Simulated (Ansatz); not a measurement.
# CH7BSSi: how energies converge with the basis set

Aim: see how fast density functionals converge with the basis set for CH7BSSi.

Computed with Ansatz 0.2.0, Gaussian basis. Level: one geometry, several basis sets.

Plan: PBE0-D4/def2-SVP; ωB97M-V/def2-SVP; PBE0-D4/def2-QZVPP; ωB97M-V/def2-QZVPP; the functionals' def2-TZVPP values are taken from earlier runs.

### 1 The relaxed structure

An earlier PBE0-D4 in a triple-zeta def2 set relaxation fixed the geometry.

SMILES `CB[SiH2]S`, 11 atoms, charge 0, spin multiplicity 1.

Atoms are counted from 1 here; the program's logs count them from 0.

Bond lengths: C1–B2 1.547 Å, C1–H5 1.092 Å, C1–H6 1.106 Å, C1–H7 1.091 Å, B2–Si3 2.016 Å, B2–H8 1.201 Å, Si3–S4 2.149 Å, Si3–H9 1.492 Å, Si3–H10 1.492 Å, S4–H11 1.343 Å. Angles: B2–C1–H5 114.7°, B2–C1–H6 102.9°, B2–C1–H7 116.2°, H5–C1–H6 105.4°, H5–C1–H7 110.4°, H6–C1–H7 106.0°, C1–B2–Si3 124.3°, C1–B2–H8 119.2°, Si3–B2–H8 116.4°, B2–Si3–S4 108.6°, B2–Si3–H9 111.0°, B2–Si3–H10 110.1°, S4–Si3–H9 110.2°, S4–Si3–H10 110.3°, H9–Si3–H10 106.6°, Si3–S4–H11 95.9°.

### 2 PBE0-D4 in def2-SVP

Contents of in.yaml:

```yaml
crystal:
  periodic: [false, false, false]
  atoms:
    - {symbol: C, position_ang: [-1.125893, 1.336249, -0.420210]}
    - {symbol: B, position_ang: [0.367053, 0.946174, -0.303603]}
    - {symbol: Si, position_ang: [1.023906, -0.880452, 0.239910]}
    - {symbol: S, position_ang: [-0.677532, -2.153324, 0.558671]}
    - {symbol: H, position_ang: [-1.331999, 2.144847, -1.124859]}
    - {symbol: H, position_ang: [-1.350356, 1.752494, 0.579373]}
    - {symbol: H, position_ang: [-1.828158, 0.513865, -0.567731]}
    - {symbol: H, position_ang: [1.208174, 1.784809, -0.482294]}
    - {symbol: H, position_ang: [1.850193, -0.804650, 1.479629]}
    - {symbol: H, position_ang: [1.902265, -1.448556, -0.824451]}
    - {symbol: H, position_ang: [0.027748, -3.248457, 0.886163]}
basis:
  gaussian: {orbitals: def2-SVP}
hamiltonian: {xc: pbe0, dispersion: d4}
output: {orbitals: {seedname: orbitals}}
```

Run with:

```sh
ansatz run in.yaml --threads 2 --pin off --events-out ev --progress --plain --max-ram 4352MiB
```

Further steps of the session: ωB97M-V in def2-SVP; PBE0-D4 in def2-QZVPP; ωB97M-V in def2-QZVPP.

**Question.** What will the summary of the whole plan be? Wanted: PBE0-D4: double and triple zeta above quadruple; ωB97M-V: double and triple zeta above quadruple.

As calculated:

```
                                       quantity          value
PBE0-D4: double and triple zeta above quadruple  9.21, 0.71 eV
ωB97M-V: double and triple zeta above quadruple  9.34, 0.67 eV
```

For PBE0-D4 the step from double to triple zeta gains 8.51 eV and the next only 0.71 eV. Total energies overstate the basis error of differences, where much of it tends to cancel.
